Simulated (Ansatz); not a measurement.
**KBaCeBiO6 (F-43m): the equilibrium volume**

Aim: the volume at which the pressure of KBaCeBiO6 (F-43m) vanishes.

Computed with Ansatz 0.2.0 (DFT PBE+U (U_eff = 5 eV on Ce 4f, 5.5 eV on O 2p), scalar-relativistic, plane waves, PAW, unless a step's input says otherwise).

4 further runs of the same task are left out: 4 set aside as unsound or not needed. Runs told in other sessions of the task aren't counted.

### Step 1. The system as given

It takes space group F-43m (No. 216, cubic). Conventional cell: a = 8.757 Å, b = 8.757 Å, c = 8.757 Å, α = 90.00°, β = 90.00°, γ = 90.00°. Ba (site symmetry -43m) is surrounded by 12 O at 3.10 Å. Around Bi (site symmetry -43m) lie 6 O at 2.15 Å. Ce (site symmetry -43m) has 6 O at 2.23 Å in its first shell of neighbours. K (site symmetry -43m) is surrounded by 12 O at 3.10 Å. O (site symmetry 2mm) is surrounded by 1 Bi at 2.15 Å and 1 Ce at 2.23 Å and 2 Ba at 3.10 Å and 2 K at 3.10 Å.

As a file:

```cif
data_structure
_symmetry_space_group_name_H-M 'P 1'
_symmetry_Int_Tables_number 1
_cell_length_a 6.1921
_cell_length_b 6.1921
_cell_length_c 6.1921
_cell_angle_alpha 60.000
_cell_angle_beta 60.000
_cell_angle_gamma 60.000
_cell_volume 167.88
loop_
_atom_site_label
_atom_site_type_symbol
_atom_site_fract_x
_atom_site_fract_y
_atom_site_fract_z
_atom_site_occupancy
Ba1 Ba 0.75000 0.75000 0.75000 1
Bi1 Bi 0.00000 0.00000 0.00000 1
Ce1 Ce 0.50000 0.50000 0.50000 1
K1 K 0.25000 0.25000 0.25000 1
O1 O 0.75466 0.24534 0.24534 1
O2 O 0.24534 0.75466 0.75466 1
O3 O 0.24534 0.75466 0.24534 1
O4 O 0.75466 0.24534 0.75466 1
O5 O 0.24534 0.24534 0.75466 1
O6 O 0.75466 0.75466 0.24534 1
```

### Step 2. At the starting volume (PBE+U, 4×4×4 mesh)

Input file input.yaml:

```yaml
crystal:
  lattice:
    - [0.0, 4.3784821, 4.3784821]
    - [4.3784821, 0.0, 4.3784821]
    - [4.3784821, 4.3784821, 0.0]
  atoms:
    - { symbol: Ba, position: [0.75, 0.75, 0.75] }
    - { symbol: Bi, position: [0.0, 0.0, 0.0] }
    - { symbol: Ce, position: [0.5, 0.5, 0.5] }
    - { symbol: K, position: [0.25, 0.25, 0.25] }
    - { symbol: O, position: [0.75466446, 0.24533554, 0.24533554] }
    - { symbol: O, position: [0.24533554, 0.75466446, 0.75466446] }
    - { symbol: O, position: [0.24533554, 0.75466446, 0.24533554] }
    - { symbol: O, position: [0.75466446, 0.24533554, 0.75466446] }
    - { symbol: O, position: [0.24533554, 0.24533554, 0.75466446] }
    - { symbol: O, position: [0.75466446, 0.75466446, 0.24533554] }
basis:
  ecutwfc: 420
kpoints:
  mp_grid: { grid: [4, 4, 4] }
hamiltonian:
  xc: pbe
  hubbard:
    sites: [{ species: Ce, l: f, u_eff: 5.0 }, { species: O, l: p, u_eff: 5.5 }]
scf:
  occupations: { method: gaussian, width: 0.1 }
output:
  forces: true
  stress: true
  eigenvalues: true
```

On the command line:

```
ansatz run input.yaml --threads 8 --pin off --max-ram 14336MiB --backend cpu --events-out ev --progress --plain --runs-dir out
```

Further steps of the session: Relaxing cell and atoms (PBE+U, 4×4×4 mesh); Relaxing cell and atoms.

What does the calculation give? Wanted: volume; pressure; conventional cell; gap on the mesh.

**Answer**, as computed:

```
         quantity                                                                      value
           volume                                                             16.303 Å³/atom
         pressure                                                                  -0.01 GPa
conventional cell  a = 8.672 Å, b = 8.672 Å, c = 8.672 Å, α = 90.00°, β = 90.00°, γ = 90.00°
  gap on the mesh                                                                    2.42 eV
```

**Reading.** From the first run shown, the volume went from 16.79 to 16.30 Å³/atom (-2.9 %) in 3 runs, where the pressure is zero within 0.01 GPa. Spin–orbit coupling is left out, though the cell holds Bi; in elements this heavy it can shift levels and gaps by tenths of an eV.

No run allows spin polarisation, though the cell holds Ce.
